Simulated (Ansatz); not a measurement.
# C₂H₃FO₂Zr: small, medium and large basis sets

An exercise on one series of results from a longer session: the logs are not shown, and one member is left open.

Computed with Ansatz 0.2.0, Gaussian basis. Level: one geometry, several basis sets.

Levels to be run: PBE0-D4/def2-SVP; ωB97M-V/def2-SVP; PBE0-D4/def2-QZVPP; ωB97M-V/def2-QZVPP; the functionals' def2-TZVPP values are taken from earlier runs.

### The geometry

The geometry comes from an earlier relaxation with PBE0-D4 in a triple-zeta def2 set; it is a stationary point, not always the lowest conformer. Zr takes the def2 core potential; no spin-orbit term is included.

9 atoms, charge 0, spin multiplicity 1.

Atoms are counted from 1 here; the program's logs count them from 0.

Bond lengths: C1–C2 1.215 Å, C1–H7 1.067 Å, C2–Zr3 2.203 Å, Zr3–O4 1.906 Å, Zr3–O5 1.905 Å, Zr3–F6 1.909 Å, O4–H8 0.953 Å, O5–H9 0.953 Å. Angles: C2–C1–H7 179.9°, C1–C2–Zr3 178.8°, C2–Zr3–O4 107.9°, C2–Zr3–O5 107.9°, C2–Zr3–F6 109.4°, O4–Zr3–O5 112.3°, O4–Zr3–F6 109.7°, O5–Zr3–F6 109.7°, Zr3–O4–H8 169.0°, Zr3–O5–H9 169.7°.

Set-up of the first run:

File in.yaml:

```yaml
crystal:
  periodic: [false, false, false]
  atoms:
    - {symbol: C, position_ang: [2.423932, -0.441687, -1.183098]}
    - {symbol: C, position_ang: [1.326690, -0.161583, -0.742964]}
    - {symbol: Zr, position_ang: [-0.667068, 0.377907, 0.022136]}
    - {symbol: O, position_ang: [-1.766950, -1.175984, -0.062238]}
    - {symbol: O, position_ang: [-0.456175, 1.017671, 1.804417]}
    - {symbol: F, position_ang: [-1.413983, 1.753350, -1.070359]}
    - {symbol: H, position_ang: [3.387367, -0.686366, -1.571109]}
    - {symbol: H, position_ang: [-2.354951, -1.913651, 0.070483]}
    - {symbol: H, position_ang: [-0.478862, 1.230342, 2.732722]}
basis:
  gaussian: {orbitals: def2-SVP}
hamiltonian: {xc: pbe0, dispersion: d4}
output: {orbitals: {seedname: orbitals}}
```

Command:

```
ansatz run in.yaml --threads 4 --pin off --events-out ev --progress --plain --max-ram 10444MiB
```

Among the steps run: PBE0-D4 in def2-SVP; ωB97M-V in def2-SVP; PBE0-D4 in def2-QZVPP; ωB97M-V in def2-QZVPP.

One table of the session follows, with a row left open; its other results are not shown here.

It belongs to the step «Density functionals: the series». 

| functional | basis | HOMO (eV) |
| --- | --- | --- |
| PBE0-D4 | def2-SVP | -7.82 |
| PBE0-D4 | def2-TZVPP | -7.92 |
| PBE0-D4 | def2-QZVPP | -7.95 |
| ωB97M-V | def2-SVP | -10.05 |
| ωB97M-V | def2-TZVPP | -10.16 |
| ωB97M-V | def2-QZVPP | ? |

**Question.** Estimate the row for ωB97M-V, def2-QZVPP.

As computed: HOMO (eV): -10.19. In the column «HOMO (eV)» it is the lowest.
